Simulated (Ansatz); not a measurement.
# CaI2: strong compression

One table from this session's results is given with a row withheld; the runs are named, their logs left out.

Method: DFT LDA, with the methods named in each step, in Ansatz 0.2.0.

**Starting point**

Symmetry: P-3m1, No. 164, trigonal system. The conventional cell has a = 4.414 Å, b = 4.414 Å, c = 7.591 Å, α = 90.00°, β = 90.00°, γ = 120.00°. Ca (site symmetry -3m) has 6 I at 3.09 Å as nearest neighbours. I (site symmetry 3m) has 3 Ca at 3.09 Å as nearest neighbours.

Structure file:

```
Ca I
1.0
     4.41371    0.00000    0.00000
    -2.20685    3.82238    0.00000
     0.00000    0.00000    7.59130
Ca I
1 2
Cartesian
  0.0000 0.0000 0.0000
  0.0000 2.5483 1.7403
  2.2069 1.2741 5.8510
```

Whether this phase is the stable one at these pressures isn't tested.

Atoms are numbered in the order of the input: Ca1, I2, I3.

Set-up of the first run:

File input.yaml:

```yaml
crystal:
  lattice:
    - [4.4137073332, 0.0, 0.0]
    - [-2.2068536666, 3.8223826754, 0.0]
    - [0.0, 0.0, 7.5912971072]
  atoms:
    - { symbol: Ca, position: [0.0, 0.0, 0.0] }
    - { symbol: I, position: [0.3333333333, 0.6666666667, 0.2292522738] }
    - { symbol: I, position: [0.6666666667, 0.3333333333, 0.7707477262] }
kpoints:
  mp_grid: { grid: [7, 7, 4] }
  band_path:
    path:
      - [0.0, 0.0, 0.0]
      - [0.5, 0.0, 0.0]
      - [0.3333333333, 0.3333333333, 0.0]
      - [0.0, 0.0, 0.0]
      - [0.0, 0.0, 0.5]
      - [0.5, 0.0, 0.5]
      - [0.3333333333, 0.3333333333, 0.5]
      - [0.0, 0.0, 0.5]
      - [0.5, 0.0, 0.5]
    npoints: 14
scf:
  occupations: { method: fermi_dirac, width: 0.03 }
hamiltonian:
  xc: lda
  pseudopotentials: { kind: all_electron, lapw: { basis_error: 0.001 } }
output:
  forces: true
  stress: true
  eigenvalues: true
  populations: true
```

On the command line:

```console
$ ansatz run input.yaml --threads 1 --pin off --max-ram 3072MiB --backend cpu --events-out ev --progress --plain --runs-dir out
```

Among the steps run: The reference volume, LAPW; Volume scaled by 1, crystal datasets; Volume scaled by 0.8, LAPW; Volume scaled by 0.6, LAPW; Volume scaled by 0.55, LAPW; Volume scaled by 0.55, norm-conserving.

One table of the session follows, with a row left open; its other results are not shown here.

| method | volume over the first | volume (Å³/atom) | pressure (GPa) | gap on the k mesh (eV) | largest force (eV/Å) |
| --- | --- | --- | --- | --- | --- |
| LAPW | 1 | 42.691 | -0.72 | 3.64 | 0.008 |
| LAPW | 0.8 | ? | ? | ? | ? |
| LAPW | 0.6 | 25.614 | 17.19 | 1.78 | 0.001 |
| LAPW | 0.55 | 23.480 | 26.11 | 1.23 | 0.001 |
| PAW | 1 | 42.691 | -0.73 | 3.64 | 0.009 |
| PAW | 0.8 | 34.152 | 1.67 | 2.88 | 0.005 |
| PAW | 0.6 | 25.614 | 17.17 | 1.78 | 0.001 |
| PAW | 0.55 | 23.480 | 26.08 | 1.23 | 0.001 |
| crystal datasets | 1 | 42.691 | -0.73 | 3.64 | 0.008 |
| norm-conserving | 0.55 | 23.480 | 25.83 | 1.22 | 0.007 |

Q: Estimate the row for LAPW, 0.8 from the others.

As computed: volume (Å³/atom): 34.152; pressure (GPa): 1.68; gap on the k mesh (eV): 2.88; largest force (eV/Å): 0.006.

To keep in mind: Warnings in the runs' records: gradients without spin orbit, crystal datasets made.
